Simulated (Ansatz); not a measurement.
# LiHf2O2: the cost of one run

Computed with Ansatz 0.2.0 (DFT PBE, scalar-relativistic, plane waves, PAW, unless a step's input says otherwise).

## Step 1: The system as given

The structure is hexagonal, space group P6/mmm (No. 191). Conventional cell: a = 3.689 Å, b = 3.689 Å, c = 6.148 Å, α = 90.00°, β = 90.00°, γ = 120.00°. Li (site symmetry 6/mmm) has 2 Hf at 1.95 Å as nearest neighbours. Around Hf (site symmetry 6mm) lie 1 Li at 1.95 Å and 1 Hf at 2.25 Å and 6 O at 2.41 Å. O (site symmetry -6m2) is surrounded by 3 O at 2.13 Å and 6 Hf at 2.41 Å.

Coordinates:

```xyz
5
Lattice="3.6890 0.0000 0.0000 -1.8445 3.1948 0.0000 0.0000 0.0000 6.1477" Properties=species:S:1:pos:R:3 pbc="T T T"
Li    0.0000    0.0000    0.0000
Hf    0.0000    0.0000    1.9512
Hf    0.0000    0.0000    4.1964
O     0.0000    2.1299    3.0738
O     1.8445    1.0649    3.0738
```

The cell is invented: random cell by space group and Wyckoff sites (P6/mmm, No. 191). Its size is a rough estimate.

## Step 2: Probe: one point on a coarse mesh

input.yaml

```yaml
crystal:
  lattice:
    - [3.68902744, 0.0, 0.0]
    - [-1.84451372, 3.19479148, 0.0]
    - [0.0, 0.0, 6.14765082]
  atoms:
    - { symbol: Li, position: [0.0, 0.0, 0.0] }
    - { symbol: Hf, position: [0.0, 0.0, 0.31739465] }
    - { symbol: Hf, position: [0.0, 0.0, 0.68260535] }
    - { symbol: O, position: [0.33333333, 0.66666667, 0.5] }
    - { symbol: O, position: [0.66666667, 0.33333333, 0.5] }
basis:
  ecutwfc: 420
kpoints:
  mp_grid: { grid: [6, 6, 4] }
hamiltonian:
  xc: pbe
scf:
  occupations: { method: gaussian, width: 0.1 }
  lower_state_search: "off"
output:
  forces: true
  stress: true
  eigenvalues: true
```

Started as:

```bash
$ ansatz run input.yaml --threads 1 --pin off --max-ram 2560MiB --backend cpu --events-out ev --progress --plain --runs-dir out
```

What time and memory should one allow on 1 thread of Arm Neoverse V2, shared host?

About 3.5 s, with a peak of 0.35 GiB.
